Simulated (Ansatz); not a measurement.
**CH6AlFSi: up Jacob's ladder to CCSD(T)**

An exercise on one series of results from a longer session: the logs are not shown, and one member is left open.

Method: functionals in def2-TZVPP, the program's frozen cores in correlated methods; program: Ansatz 0.2.0, Gaussian basis.

Levels to be run: LDA (SPW92), PBE-D4, revPBE-D4, BLYP-D4, r2SCAN-D4, B97M-V, PBE0-D4, B3LYP-D4, r2SCANh-D4, r2SCAN0-D4, HSE06-D4, BHLYP-D4, CAM-B3LYP-D4, LC-ωPBE, ωB97X-V, ωB97M-V, B2PLYP, PBE-QIDH; CCSD(T)/def2-SVP; CCSD(T)/def2-TZVPP; MP2/def2-QZVPP; extrapolation to the limit; RPA on PBE.

### The geometry

An earlier PBE0-D4 in a triple-zeta def2 set relaxation fixed the geometry.

SMILES `F[CH]([AlH2])[SiH3]`, 10 atoms, charge 0, spin multiplicity 1.

Atoms are counted from 1 here; the program's logs count them from 0.

Bond lengths: F1–C2 1.412 Å, C2–Al3 1.978 Å, C2–Si4 1.890 Å, C2–H5 1.101 Å, Al3–H6 1.582 Å, Al3–H7 1.587 Å, Si4–H8 1.488 Å, Si4–H9 1.486 Å, Si4–H10 1.488 Å. Angles: F1–C2–Al3 110.8°, F1–C2–Si4 109.0°, F1–C2–H5 107.4°, Al3–C2–Si4 114.1°, Al3–C2–H5 108.9°, Si4–C2–H5 106.4°, C2–Al3–H6 119.9°, C2–Al3–H7 117.4°, H6–Al3–H7 122.7°, C2–Si4–H8 110.3°, C2–Si4–H9 111.5°, C2–Si4–H10 107.5°, H8–Si4–H9 108.8°, H8–Si4–H10 108.7°, H9–Si4–H10 109.9°.

Set-up of the first run:

The input, in.yaml:

```yaml
crystal:
  periodic: [false, false, false]
  atoms:
    - {symbol: F, position_ang: [-1.210467, 1.537280, -0.154652]}
    - {symbol: C, position_ang: [-0.055371, 0.727966, -0.227761]}
    - {symbol: Al, position_ang: [0.795679, 0.558152, 1.550125]}
    - {symbol: Si, position_ang: [-0.510920, -0.923768, -1.024786]}
    - {symbol: H, position_ang: [0.649947, 1.220828, -0.915037]}
    - {symbol: H, position_ang: [0.080410, 1.158490, 2.826876]}
    - {symbol: H, position_ang: [2.182234, -0.209267, 1.625512]}
    - {symbol: H, position_ang: [-1.384552, -1.713183, -0.114506]}
    - {symbol: H, position_ang: [-1.216600, -0.729222, -2.317734]}
    - {symbol: H, position_ang: [0.752743, -1.678478, -1.245037]}
basis:
  gaussian: {orbitals: def2-TZVPP}
hamiltonian: {xc: lda}
output: {orbitals: {seedname: orbitals}}
```

Command:

```
> ansatz run in.yaml --threads 2 --pin off --events-out ev --progress --plain --max-ram 4352MiB
```

Steps of the session up to this table: LDA; PBE-D4 (GGA); revPBE-D4 (GGA); BLYP-D4 (GGA); r2SCAN-D4 (meta-GGA); B97M-V (meta-GGA); PBE0-D4 (hybrid); B3LYP-D4 (hybrid); r2SCANh-D4 (hybrid); r2SCAN0-D4 (hybrid); HSE06-D4 (hybrid); BHLYP-D4 (hybrid); CAM-B3LYP-D4 (range-separated); LC-ωPBE (range-separated); ωB97X-V (range-separated); ωB97M-V (range-separated); B2PLYP (double hybrid); PBE-QIDH (double hybrid).

One of the session's tables, all rows but one given; the rest of the session is left out.

It belongs to the step «Frontier levels by functional». 

```
  functional  HOMO (eV)  LUMO (eV)  gap (eV)
 LDA (SPW92)          ?          ?         ?
      PBE-D4      -6.36      -2.48      3.89
   revPBE-D4      -6.31      -2.35      3.95
     BLYP-D4      -6.25      -2.37      3.88
   r2SCAN-D4      -6.63      -2.16      4.47
      B97M-V      -6.81      -2.43      4.39
     PBE0-D4      -7.71      -1.71      6.00
    B3LYP-D4      -7.50      -1.93      5.57
  r2SCANh-D4      -7.14      -1.90      5.23
  r2SCAN0-D4      -7.89      -1.53      6.36
    HSE06-D4      -7.31      -2.08      5.23
    BHLYP-D4      -8.97      -0.96      8.01
CAM-B3LYP-D4      -9.08      -0.80      8.28
     LC-ωPBE     -10.40       0.32     10.72
     ωB97X-V     -10.06       0.18     10.24
     ωB97M-V      -9.93      -0.11      9.81
```

**Question.** Estimate the row for LDA (SPW92).

The run gave: HOMO (eV): -6.49; LUMO (eV): -2.73; gap (eV): 3.76. In the column «HOMO (eV)» it lies between r2SCAN-D4 (-6.63) and PBE-D4 (-6.36).
